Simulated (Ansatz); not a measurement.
**YH (singlet): from a generated start to a stationary point**

Aim: relax a generated start of YH (singlet) and see which bonds hold.

The runs use Ansatz 0.2.0, Gaussian basis; RKS PBE0/def2-TZVP.

### Step 1. Starting geometry

2 atoms, charge 0, spin multiplicity 1.

Atoms are counted from 1 here; the program's logs count them from 0.

Bond lengths: Y1–H2 1.760 Å.

The start is set by covalent radii. Sticks and bond lists go by distance. No spin-orbit coupling is included. Elements past krypton take def2 core potentials.

### Step 2. Relaxation

Contents of in.yaml:

```yaml
crystal:
  periodic: [false, false, false]
  atoms:
    - {symbol: Y, position_ang: [0.000000, 0.000000, 0.000000]}
    - {symbol: H, position_ang: [0.000000, 0.000000, 1.760000]}
basis:
  gaussian: {orbitals: def2-TZVP}
hamiltonian: {xc: pbe0}
relax: {f_tol: 0.004, max_steps: 80}
```

The run is started by

```sh
> ansatz run in.yaml --threads 1 --pin off --events-out ev --progress --plain --max-ram 2176MiB
```

Q: Predict the outcome of this session. Wanted: energy gained; shift from the start; total energy; dipole moment.

**Answer**, as computed:

| quantity | value |
| --- | --- |
| steps | 5 |
| energy gained | 0.121 eV |
| shift from the start (rms) | 0.076 Å |
| total energy | -1056.0728 eV |
| dipole moment | 1.69 D |

**Reading.** The bonds of the start are those of the end. Y1–H2 went from 1.760 to 1.912 Å. No vibrations were run, so this is a stationary point, not a proven minimum, and this spin need not be the ground state's.
